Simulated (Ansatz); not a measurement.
# Ta3N5: one candidate structure

Aim: relax Ta3N5 from this start, structure reported for this formula (Cmcm, No. 63), and see where it ends.

Method: DFT r2SCAN, scalar-relativistic, plane waves, PAW, in Ansatz 0.2.0.

## (1) The starting structure

The structure is orthorhombic, space group Cmcm (No. 63). Conventional cell: a = 3.886 Å, b = 10.212 Å, c = 10.262 Å, α = 90.00°, β = 90.00°, γ = 90.00°. Ta (site symmetry m2m) has 6 N at 2.04 to 2.14 Å as nearest neighbours. Ta (site symmetry m) is surrounded by 6 N at 1.96 to 2.24 Å. N (site symmetry m2m) has 4 Ta at 2.06 to 2.22 Å as nearest neighbours. Around N (site symmetry m) lie 3 Ta at 1.96 to 2.04 Å. N (site symmetry m) has 4 Ta at 2.03 to 2.24 Å as nearest neighbours.

Coordinates:

```cif
data_structure
_symmetry_space_group_name_H-M 'Cmcm'
_symmetry_Int_Tables_number 63
_cell_length_a 3.8862
_cell_length_b 10.2118
_cell_length_c 10.2624
_cell_angle_alpha 90.000
_cell_angle_beta 90.000
_cell_angle_gamma 90.000
_cell_volume 407.26
loop_
_atom_site_label
_atom_site_type_symbol
_atom_site_symmetry_multiplicity
_atom_site_Wyckoff_symbol
_atom_site_fract_x
_atom_site_fract_y
_atom_site_fract_z
_atom_site_occupancy
Ta1 Ta 4 c 0.00000 0.19710 0.25000 1
Ta2 Ta 8 f 0.00000 0.13455 0.55906 1
N1 N 4 c 0.50000 0.26322 0.25000 1
N2 N 8 f 0.00000 0.04701 0.11949 1
N3 N 8 f 0.00000 0.30862 0.07378 1
```

## (2) Quick check of gap, pressure and forces

input.yaml

```yaml
crystal:
  lattice:
    - [1.9431, -5.1059, 0.0]
    - [1.9431, 5.1059, 0.0]
    - [0.0, 0.0, 10.2624]
  atoms:
    - { symbol: Ta, position: [0.8029, 0.1971, 0.75] }
    - { symbol: Ta, position: [0.1971, 0.8029, 0.25] }
    - { symbol: Ta, position: [0.86545, 0.13455, 0.05906] }
    - { symbol: Ta, position: [0.13455, 0.86545, 0.55906] }
    - { symbol: Ta, position: [0.13455, 0.86545, 0.94094] }
    - { symbol: Ta, position: [0.86545, 0.13455, 0.44094] }
    - { symbol: "N", position: [0.23678, 0.76322, 0.75] }
    - { symbol: "N", position: [0.76322, 0.23678, 0.25] }
    - { symbol: "N", position: [0.95299, 0.04701, 0.61949] }
    - { symbol: "N", position: [0.04701, 0.95299, 0.11949] }
    - { symbol: "N", position: [0.04701, 0.95299, 0.38051] }
    - { symbol: "N", position: [0.95299, 0.04701, 0.88051] }
    - { symbol: "N", position: [0.69138, 0.30862, 0.57378] }
    - { symbol: "N", position: [0.30862, 0.69138, 0.07378] }
    - { symbol: "N", position: [0.30862, 0.69138, 0.42622] }
    - { symbol: "N", position: [0.69138, 0.30862, 0.92622] }
basis:
  ecutwfc: 500
kpoints:
  mp_grid: { grid: [6, 6, 2] }
hamiltonian:
  xc: r2scan
scf:
  occupations: { method: gaussian, width: 0.1 }
  lower_state_search: "off"
output:
  forces: true
  stress: true
  eigenvalues: true
```

On the command line:

```
$ ansatz run input.yaml --threads 4 --pin off --max-ram 10240MiB --backend cpu --events-out ev --progress --plain --runs-dir out
```

The program printed, shortened:

```text
Warning: RAYON_NUM_THREADS=4 ignored (pool sized by the plan → 4); use --threads N
[...]
Pseudopotentials: kind: paw
Pseudopotential: Ta, paw, valence charge 13, recommended cutoff 500 eV (meta_gga), Ta.paw.azcp
Pseudopotential: N, paw, valence charge 5, recommended cutoff 500 eV (meta_gga), N.paw.azcp
Functional definition: r2SCAN
[...]
Crystal: 16 atoms, lattice volume = 203.632 Å³
Basis set: ecut = 500 eV, 5109 PW (Γ), exchange–correlation on 160×160×300 points (64 copies of the dense FFT grid, shifted against one another)
Bands: 80, of which v1, the nominal top of the filled ones, is band 64 counted from 1 (63 counted from 0)
Symmetry: 8 space group operations
Space group: Cmcm (ITA 63), of the structure as read, at distance tolerance 5.9e-5 Å
k-points: 26 of 72
[...]
SCF iter   1: F=-63534.225102 eV  HF=-63534.163450 eV  |F-HF|=6.17e-2  |Δ(HF+E_count)|=         —  Δρ=1.28e-2  dr2=3.60e-1  dr2_τ=1.47e0  ethr=1.77e-3  ⟨swp⟩=7.2  Hψ=8642  notcnv=0
[...]
SCF iter   8: F=-63534.391494 eV  HF=-63534.391494 eV  |F-HF|=2.60e-9  |Δ(HF+E_count)|=   3.00e-7  Δρ=4.63e-6  dr2=7.47e-8  dr2_τ=1.18e-8  ethr=7.81e-11  ⟨swp⟩=11.6  Hψ=9055  notcnv=0
[...]
SCF converged after 8 iterations
Free energy (F): -63534.391494 eV
[...]
E sigma→0 (E₀):  -63534.391494 eV
Fermi energy:    12.515120 eV
[...]
--- Forces (eV/Å), atoms counted from 1 ---
  atom   1  Ta    -0.00000000     0.01203379     0.00000000
  atom   2  Ta     0.00000000    -0.01203379    -0.00000000
  atom   3  Ta     0.00000000    -0.25837718     0.13658767
  atom   4  Ta    -0.00000000     0.25837718     0.13658767
  atom   5  Ta    -0.00000000     0.25837718    -0.13658767
  atom   6  Ta     0.00000000    -0.25837718    -0.13658767
  atom   7  N     -0.00000000    -0.05077094    -0.00000000
  atom   8  N      0.00000000     0.05077094     0.00000000
[...]
--- Stress (GPa, compression-positive) ---
        0.275437      -0.000000      -0.000000
       -0.000000       1.044930       0.000000
       -0.000000       0.000000       1.643314
  P = ⅓ Tr σ = 0.9879 GPa (9.879 kbar)
--- Band table (eV; the first three rows and the last of 26) ---
[...]
```

Run time: 7.1 s. Hardware: 4 threads of Intel Xeon 6975P-C (Granite Rapids), shared host; peak memory 1.4 GiB.

Read-out: pressure 1.0 GPa, largest force 0.29 eV/Å, gap on this mesh 1.59 eV. The gap decides the next run's mesh: 8×8×4 points and a smearing of 0.02 eV.

## (3) Full relaxation

Edit input.yaml of step 2 so:

```diff
@@ -25,3 +25,3 @@
 kpoints:
-  mp_grid: { grid: [6, 6, 2] }
+  mp_grid: { grid: [8, 8, 4] }
 hamiltonian:
@@ -29,4 +29,3 @@
 scf:
-  occupations: { method: gaussian, width: 0.1 }
-  lower_state_search: "off"
+  occupations: { method: gaussian, width: 0.02 }
 output:
@@ -35 +34,6 @@
   eigenvalues: true
+relax:
+  adjacent_minimum: "off"
+  f_tol: 0.01
+  max_steps: 80
+  cell: { stress_tol: 0.05 }
```

On the command line:

```
$ ansatz run input.yaml --threads 4 --pin off --max-ram 10240MiB --backend cpu --events-out ev --progress --plain --runs-dir out
```

The program printed:

```text
Warning: RAYON_NUM_THREADS=4 ignored (pool sized by the plan → 4); use --threads N
Engine: ansatz 0.2.0, x86_64-unknown-linux-gnu
[... 4 set-up lines as earlier in the session ...]
  parameter k0 = 0.174
  parameter k1 = 0.065
  parameter a1 = 4.9479
  exchange = r2scan_x(k0 = k0, k1 = k1, a1 = a1)
  correlation = r2scan_c
Crystal: 16 atoms, lattice volume = 203.632 Å³
Basis set: ecut = 500 eV, 5109 PW (Γ), exchange–correlation on 160×160×300 points (64 copies of the dense FFT grid, shifted against one another)
Bands: 80, of which v1, the nominal top of the filled ones, is band 64 counted from 1 (63 counted from 0)
[... 2 set-up lines as earlier in the session ...]
k-points: 63 of 256
Non-local potential: Ta, projectors of the file, l = 0: 3, l = 1: 2, l = 2: 2, l = 3: 1
Non-local potential: N, projectors of the file, l = 0: 2, l = 1: 2, l = 2: 1
PAW form: soft (Blöchl's): semilocal exchange-correlation on the pseudo side does not see the compensation charge
PAW frozen core: Ta, regenerated for the run's functional (the file was generated under x = pbe(κ = 0.804, μ = 0.2195149727645171), c = pbe(β = 0.06672455060314922))
PAW frozen core: N, regenerated for the run's functional (the file was generated under x = pbe(κ = 0.804, μ = 0.2195149727645171), c = pbe(β = 0.06672455060314922))
PAW one-centre angular grid: Ta, 590 points (default); XC on 160 Gauss nodes
PAW one-centre angular grid: N, 302 points (default); XC on 160 Gauss nodes
Initial density: superposition of atomic densities (neutral atoms: chi_scale 0, normalization atom), corrected by the library's trained network
Initial wavefunctions: pseudopotential atomic-orbital guess
Functional: x = r2scan, c = r2scan; τ floored in thin density (d = 2e-4 eV/Å³)
SCF iter   1: F=—  HF=-63534.167247 eV  |F-HF|=—  |Δ(HF+E_count)|=         —  Δρ=1.28e-2  dr2=3.62e-1  dr2_τ=1.47e0  ethr=1.77e-3  ⟨swp⟩=7.3  Hψ=19334  notcnv=0  defer=150
preconditioner: auto → Resta (q_TF=auto, 2.525 Å⁻¹)  ε∞=6.3  [insulator: Δε(μ)=1.689 eV  Ē_g=10.076 eV  σ=0.020 eV  W_gap=1.00  n_scr=56 (ndim 8)  ℏωp=23.3 eV  f_vac=0.062  D(μ)=0.00/eV (n_scr^D=0)  ε∞_Penn≈6.3]
SCF iter   2: F=—  HF=-63534.390562 eV  |F-HF|=—  |Δ(HF+E_count)|=   2.23e-1  Δρ=6.80e-3  dr2=4.87e-2  dr2_τ=1.31e-2  ethr=2.83e-4  ⟨swp⟩=2.3  Hψ=8725  notcnv=0  defer=616
SCF iter   3: F=—  HF=-63534.394469 eV  |F-HF|=—  |Δ(HF+E_count)|=   3.91e-3  Δρ=2.52e-3  dr2=7.99e-3  dr2_τ=9.83e-4  ethr=3.81e-5  ⟨swp⟩=2.8  Hψ=7544  notcnv=0  defer=616
SCF iter   4: F=—  HF=-63534.395448 eV  |F-HF|=—  |Δ(HF+E_count)|=   9.78e-4  Δρ=5.48e-4  dr2=5.66e-4  dr2_τ=1.39e-4  ethr=6.24e-6  ⟨swp⟩=2.1  Hψ=6454  notcnv=0  defer=616
SCF iter   5: F=—  HF=-63534.395468 eV  |F-HF|=—  |Δ(HF+E_count)|=   2.03e-5  Δρ=1.88e-4  dr2=9.69e-5  dr2_τ=6.83e-6  ethr=4.43e-7  ⟨swp⟩=2.0  Hψ=6944  notcnv=0  defer=616
SCF iter   6: F=—  HF=-63534.395358 eV  |F-HF|=—  |Δ(HF+E_count)|=   1.10e-4  Δρ=5.67e-5  dr2=1.00e-5  dr2_τ=7.20e-7  ethr=7.57e-8  ⟨swp⟩=2.0  Hψ=6270  notcnv=0  defer=616
SCF iter   7: F=—  HF=-63534.395360 eV  |F-HF|=—  |Δ(HF+E_count)|=   2.86e-6  Δρ=1.59e-5  dr2=7.95e-7  dr2_τ=7.81e-8  ethr=7.83e-9  ⟨swp⟩=2.0  Hψ=6500  notcnv=0  defer=616
SCF iter   8: F=—  HF=-63534.395361 eV  |F-HF|=—  |Δ(HF+E_count)|=   3.08e-7  Δρ=6.13e-6  dr2=1.08e-7  dr2_τ=1.64e-8  ethr=7.81e-11  ⟨swp⟩=13.2  Hψ=25680  notcnv=0
SCF iter   9: F=-63534.395361 eV  HF=-63534.395361 eV  |F-HF|=9.79e-9  |Δ(HF+E_count)|=   2.04e-8  Δρ=3.12e-6  dr2=2.19e-8  dr2_τ=2.99e-9  ethr=7.81e-11  ⟨swp⟩=5.0  Hψ=16395  notcnv=0
SCF 1 converged in 9 iterations: F = -63534.395361 eV  dr2 = 2.19e-8
relax step   1: F+E_penalty+E_count = -63534.39536075 eV  Δ(F+E_penalty+E_count) = +0.000e0 eV  max|allowed force component| = 2.540e-1 eV/Å  Δτ_max = 0.0000 Å  P = +0.984 GPa  Ω = 203.632 Å³  (9 SCF iters, dr2 threshold 1.00e-7 eV, accepted)
[... from here on, the SCF cycles and remarks between the steps are left out ...]
relax step   2: F+E_penalty+E_count = -63534.40792862 eV  Δ(F+E_penalty+E_count) = -1.257e-2 eV  max|allowed force component| = 8.225e-2 eV/Å  Δτ_max = 0.0116 Å  P = -0.496 GPa  Ω = 204.965 Å³  energy of the carried Pulay correction = -5.149e-4 eV  (6 SCF iters, dr2 threshold 1.60e-6 eV, accepted)
relax step   3: F+E_penalty+E_count = -63534.41062619 eV  Δ(F+E_penalty+E_count) = -2.698e-3 eV  max|allowed force component| = 5.582e-2 eV/Å  Δτ_max = 0.0034 Å  P = -0.160 GPa  Ω = 204.660 Å³  energy of the carried Pulay correction = -3.973e-4 eV  (4 SCF iters, dr2 threshold 1.60e-6 eV, accepted)
relax step   4: F+E_penalty+E_count = -63534.41148318 eV  Δ(F+E_penalty+E_count) = -8.570e-4 eV  max|allowed force component| = 3.116e-2 eV/Å  Δτ_max = 0.0026 Å  P = +0.070 GPa  Ω = 204.490 Å³  energy of the carried Pulay correction = -3.316e-4 eV  (5 SCF iters, dr2 threshold 3.71e-7 eV, accepted)
relax step   5: F+E_penalty+E_count = -63534.41164837 eV  Δ(F+E_penalty+E_count) = -1.652e-4 eV  max|allowed force component| = 8.993e-3 eV/Å  Δτ_max = 0.0019 Å  P = +0.018 GPa  Ω = 204.547 Å³  energy of the carried Pulay correction = -3.536e-4 eV  (6 SCF iters, dr2 threshold 6.07e-8 eV, accepted)
relax step   6: F+E_penalty+E_count = -63534.41164781 eV  Δ(F+E_penalty+E_count) = +5.608e-7 eV  max|allowed force component| = 1.338e-2 eV/Å  Δτ_max = 0.0008 Å  P = -0.002 GPa  Ω = 204.555 Å³  energy of the carried Pulay correction = -3.570e-4 eV  (6 SCF iters, dr2 threshold 6.40e-9 eV, accepted)
relax step   7: F+E_penalty+E_count = -63534.41166246 eV  Δ(F+E_penalty+E_count) = -1.465e-5 eV  max|allowed force component| = 1.031e-3 eV/Å  Δτ_max = 0.0004 Å  P = -0.001 GPa  Ω = 204.554 Å³  energy of the carried Pulay correction = -3.564e-4 eV  (5 SCF iters, dr2 threshold 1.12e-8 eV, accepted)
relax step   8: F+E_penalty+E_count = -63534.41201150 eV  Δ(F+E_penalty+E_count) = -3.490e-4 eV  max|allowed force component| = 1.043e-3 eV/Å  Δτ_max = 0.0000 Å  P = -0.001 GPa  Ω = 204.554 Å³  stress off target by 2.19e-3 GPa  SCF on the basis re-selected at this cell (its energy is not comparable with the rows above)  (4 SCF iters)
basis re-selected at this cell: Δ(F+E_penalty+E_count) = -3.490e-4 eV, ΔP = +0.000 GPa vs the last step (what re-selecting the basis moved, of the pressure what is left beyond the Pulay correction that the steps carried, after the strain that the cell walked since its last selection, with what the two solves' SCF thresholds leave and, on support functions, any second-order correction that the steps lacked; it is no measure of the basis error at this ecutwfc). The dense FFT grid was sized anew with the basis: this SCF ran on 40×40×80 points, the steps before it on 40×40×75, so part of this shift can come from that change (see relax.cell in the input reference). This SCF's stress stands 2.19e-3 GPa from its target on what of the cell is left free (relax.cell.stress_tol is 5.00e-2 GPa) and its largest allowed force component is 1.04e-3 eV/Å (relax.f_tol is 1.00e-2 eV/Å): within both
SCF converged after 4 iterations
Free energy (F): -63534.412011 eV
Harris-Foulkes:  -63534.412011 eV  (|F-HF|=1.75e-10)
Internal energy: -63534.412011 eV  (E = F + TS)
E sigma→0 (E₀):  -63534.412011 eV
Fermi energy:    12.478686 eV
--- Per-component energies (eV) ---
  E_band       = -1115.685109
  E_kinetic    = 3505.209993
  E_local      = -7474.353200  (includes V_loc(G=0)·N_el)
  E_nonlocal   = 538.283637
  E_hartree    = 2647.467993
  E_xc         = -1824.040957
  E_vxc        = -2176.294427  (∫ρ·V_xc dr)
  E_paw        = -51825.848333  (= ΣΔE_a)
  E_vpaw       = -918.033595  (= ΣTr[D̂ρ^β])
  E_aug_tail   = 0.000641  (compensation charges beyond the density's cutoff)
  E_vtau       = 114.565788  (kinetic-family band-sum trace: ∫τ·v_τ [+ j·A + Jᵃ·Aᵃ] dr)
  E_ewald      = -9096.298458
  E_core_change = -4.833327  (= ΣΔE_core)
  E_smearing   = -0.000000  (= −TS)
  E_closure    = 0.000000  (closes the sum)
  Σ components = -63534.412011   (vs F -63534.412011, Δ=0.00e0)
--- Forces (eV/Å), atoms counted from 1 ---
  atom   1  Ta    -0.00000000    -0.00038066     0.00000000
  atom   2  Ta     0.00000000     0.00038066    -0.00000000
  atom   3  Ta     0.00000000    -0.00037806    -0.00042637
  atom   4  Ta     0.00000000     0.00037806    -0.00042637
  atom   5  Ta     0.00000000     0.00037806     0.00042637
  atom   6  Ta     0.00000000    -0.00037806     0.00042637
  atom   7  N     -0.00000000    -0.00104340     0.00000000
  atom   8  N      0.00000000     0.00104340    -0.00000000
  atom   9  N     -0.00000000     0.00038132    -0.00000081
  atom  10  N      0.00000000    -0.00038132    -0.00000081
  atom  11  N      0.00000000    -0.00038132     0.00000081
  atom  12  N     -0.00000000     0.00038132     0.00000081
  atom  13  N     -0.00000000    -0.00004764     0.00013433
  atom  14  N      0.00000000     0.00004764     0.00013433
  atom  15  N      0.00000000     0.00004764    -0.00013433
  atom  16  N     -0.00000000    -0.00004764    -0.00013433
  max |Σ_I F_I| component: 1.39e-17 eV/Å
--- Stress (GPa, compression-positive) ---
       -0.000289      -0.000000       0.000000
       -0.000000      -0.002190       0.000000
        0.000000       0.000000       0.000542
  P = ⅓ Tr σ = -0.0006 GPa (-0.006 kbar)
--- Band table (eV; the first three rows and the last of 63) ---
  k-point 0: bands = ["-58.2996", "-58.2990", "-58.1084", "-58.1080", "-58.0833", "-58.0830", "-24.3334", "-24.3067", "-24.2797", "-24.1574", "-24.1574", "-24.1563", "-24.1467", "-24.1092", "-23.9887", "-23.9586", "-23.9474", "-23.9432", "-23.9382", "-23.9200", "-23.9107", "-23.8953", "-23.8251", "-23.8047", "-4.6689", "-3.8087", "-3.6203", "-2.9889", "-2.8656", "-2.7733", "-2.3244", "-2.2524", "-2.0392", "-2.0053", "5.8441", "6.1654", "6.4229", "6.6312", "6.7084", "6.9451", "6.9659", "7.0723", "7.1800", "7.2751", "7.3209", "7.3486", "7.7028", "7.7738", "8.2045", "8.3390", "8.6745", "8.6972", "9.0702", "9.3195", "9.8961", "9.9032", "10.2947", "10.4892", "10.6489", "10.7585", "10.8230", "11.1127", "11.3660", "11.6173", "13.5015", "13.7199", "14.1459", "14.4544", "14.8339", "14.9827", "15.1235", "15.4960", "15.8139", "15.8966", "15.9319", "16.0892", "16.5857", "17.4740", "17.5982", "17.9181"]
[... 3 lines left out ...]
--- Relaxed structure (7 steps of the walk, 7 accepted, 1 SCFs on fresh bases) ---
  F+E_penalty+E_count = -63534.41201150 eV   max|allowed force component| = 1.043e-3 eV/Å   (the final SCF, on the basis selected at the relaxed cell)
  cell:  # Å, volume = 204.5538 Å³
    - [1.9362462681576622, -5.130377558571039, -6.043673846447411e-35]
    - [1.9362462681576622, 5.130377558571039, -4.365163980389942e-34]
    - [-9.763673479673495e-34, -3.7794315384335326e-34, 10.295979632539048]
  atoms:
    - { symbol: Ta, position: [0.8032526654229312, 0.19674733457706883, 0.75] }
    - { symbol: Ta, position: [0.19674733457706883, 0.8032526654229312, 0.25] }
    - { symbol: Ta, position: [0.8666506609854756, 0.13334933901452467, 0.059967479808176] }
    - { symbol: Ta, position: [0.13334933901452467, 0.8666506609854756, 0.5599674798081761] }
    - { symbol: Ta, position: [0.13334933901452467, 0.8666506609854756, 0.9400325201918238] }
    - { symbol: Ta, position: [0.8666506609854756, 0.13334933901452467, 0.440032520191824] }
    - { symbol: N, position: [0.23692792620115116, 0.7630720737988488, 0.75] }
    - { symbol: N, position: [0.7630720737988488, 0.23692792620115116, 0.25] }
    - { symbol: N, position: [0.9530257867172325, 0.04697421328276746, 0.6187678819120698] }
    - { symbol: N, position: [0.04697421328276746, 0.9530257867172325, 0.11876788191206974] }
    - { symbol: N, position: [0.04697421328276746, 0.9530257867172325, 0.3812321180879303] }
    - { symbol: N, position: [0.9530257867172325, 0.04697421328276746, 0.8812321180879304] }
    - { symbol: N, position: [0.6920912570505413, 0.3079087429494589, 0.5740513523615199] }
    - { symbol: N, position: [0.3079087429494589, 0.6920912570505413, 0.07405135236151991] }
    - { symbol: N, position: [0.3079087429494589, 0.6920912570505413, 0.4259486476384801] }
    - { symbol: N, position: [0.6920912570505413, 0.3079087429494589, 0.9259486476384804] }
```

Run time: 2.3 min. Hardware: 4 threads of Intel Xeon 6975P-C (Granite Rapids), shared host; peak memory 1.9 GiB.

Relaxation path:

| step | energy from step 1 (eV/cell) | largest force component (eV/Å) | pressure (GPa) | volume (Å³) |
| --- | --- | --- | --- | --- |
| 1 | 0.0000 | 0.2540 | 0.98 | 203.63 |
| 2 | -0.0126 | 0.0823 | -0.50 | 204.96 |
| 3 | -0.0153 | 0.0558 | -0.16 | 204.66 |
| 4 | -0.0161 | 0.0312 | 0.07 | 204.49 |
| 5 | -0.0163 | 0.0090 | 0.02 | 204.55 |
| 6 | -0.0163 | 0.0134 | 0.00 | 204.56 |
| 7 | -0.0163 | 0.0010 | 0.00 | 204.55 |
| 8 | -0.0166 | 0.0010 | 0.00 | 204.55 |

Step 1 is the start. Step 8 repeats the geometry before it on a plane-wave basis chosen anew for that cell, so its energy need not be comparable with the rows above.

Lengths and angles in the start's conventional setting:

|  | before | after | change |
| --- | --- | --- | --- |
| a (Å) | 3.886 | 3.872 | -0.4 % |
| b (Å) | 10.212 | 10.261 | +0.5 % |
| c (Å) | 10.262 | 10.296 | +0.3 % |
| volume (Å³/atom) | 12.73 | 12.78 | +0.5 % |
| shortest distance (Å) | 1.955 | 1.947 | -0.4 % |
| space group (0.01 Å) | Cmcm | Cmcm | same |

Forces and stress were held to the start's 8 operations: a distortion of lower symmetry was not tested.

## (4) Results

Formation energies count from the elements, computed with the same settings in runs not shown here.

```
                          quantity                                                                        value
               cell (conventional)  a = 3.872 Å, b = 10.261 Å, c = 10.296 Å, α = 90.00°, β = 90.00°, γ = 90.00°
                       space group                                                                Cmcm (No. 63)
                            volume                                                                12.78 Å³/atom
                   gap on the mesh                                                                      1.61 eV
formation energy from the elements                                                               -1.274 eV/atom
```

The space group stayed Cmcm, and from the first guess the volume went from 12.73 to 12.78 Å³/atom. With -1.27 eV/atom it lies under the elements, which doesn't yet make it stable against other compounds of them. These runs have no spin-orbit coupling; with Ta it would split and shift bands.

The gaps are Kohn-Sham values of a semilocal functional, not quasiparticle or optical gaps. Such gaps usually fall short of the measured ones.
